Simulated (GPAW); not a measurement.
Crystal: Mn3Al.

```xyz
4
Lattice="0.0000 2.8580 2.8580 2.8580 0.0000 2.8580 2.8580 2.8580 0.0000" Properties=species:S:1:pos:R:3 pbc="T T T"
Mn    0.0000    0.0000    0.0000
Mn    1.4290    1.4290    1.4290
Mn    4.2870    4.2870    4.2870
Al    2.8580    2.8580    2.8580
```

The cell comes from a database or a generator and needn't be the stable form of this composition.

Base run:

```yaml
Program: GPAW 26.7.0
Functional: PBEsol
Potentials_or_basis: PAW data sets generated in the run's folder for this functional
Cutoff: 600 eV
Basis: pw
k_mesh: 7 × 7 × 7
Occupations: fermi-dirac, width 0.05 eV
Spin: collinear spin, ferromagnetic start
Starting_moments: "[4.0, 4.0, 4.0, 0.0] μB"
Hubbard_terms: Mn d U = 4 eV
```

Its results: pressure 50.9 GPa; net moment 10.71 μB per cell; site moments Mn +3.79, +3.48; Al -0.17 μB.

Question: The run is repeated on the same cell with these changes: hubbard terms from Mn d U = 4 eV to none. What comes out?

Answer: Pressure -7.8 GPa; net moment 2.52 μB per cell; site moments Mn +0.78, +0.85; Al -0.02 μB.

Caveats: a pressure of tens of GPa on the cell as given is suspect, and the run, the potentials or the cell itself is likely at fault (some runs); the U is typed as a test and isn't derived for this compound (some runs); the moment fell far below its start of 4 μB, so a state of higher moment may lie lower in energy (some runs).
